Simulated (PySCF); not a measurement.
# C2HCl5 (pentachloroethane): the cost of one run

The runs use PySCF 2.14.0, with density-fitted response routines of our own; the level of theory stands in each step. All values are computed, except where a source is named. Atoms count from 0, in the outputs and in this text.

## (1) The molecule as given

8 atoms, charge 0, multiplicity 1; geometry from: GFN2-xTB. The atoms were then displaced at random by about 0.01 Å, so the start is not that level's minimum.

Bonds of the start (Å): Cl0–C1 1.80, C1–Cl2 1.76, C1–C3 1.49, C3–Cl4 1.77, C3–Cl5 1.78, C3–Cl6 1.79, C1–H7 1.10.

## (2) Optimising the geometry at PBE0-D3(BJ)/def2-TZVP

The job: settings as JSON, then the geometry in Å.

```
{"job": {"xc": "PBE0", "basis": "def2-TZVP", "d3": "d3bj", "grid": 2, "shake": 0.01, "kind": "geom"}, "charge": 0, "multiplicity": 1}
Cl     0.999340    -1.828160     0.620600
C      0.744580    -0.220470    -0.137700
Cl     1.771560     0.982360     0.636230
C     -0.674170     0.210170    -0.014110
Cl    -1.190630     0.325910     1.674840
Cl    -0.927990     1.785490    -0.808710
Cl    -1.722160    -0.990310    -0.831120
H      1.054590    -0.284120    -1.192500
```

Command:

```sh
$ OMP_NUM_THREADS=1 python probes_run.py task.json out
```

One launch serves the whole session: the jobs run in the order shown.

Q: Estimate the wall time and peak memory of this first job on 1 thread of Intel Xeon Platinum 8259CL at 2.50GHz, shared host.

About 4.5 min, with a peak of 1.2 GiB.
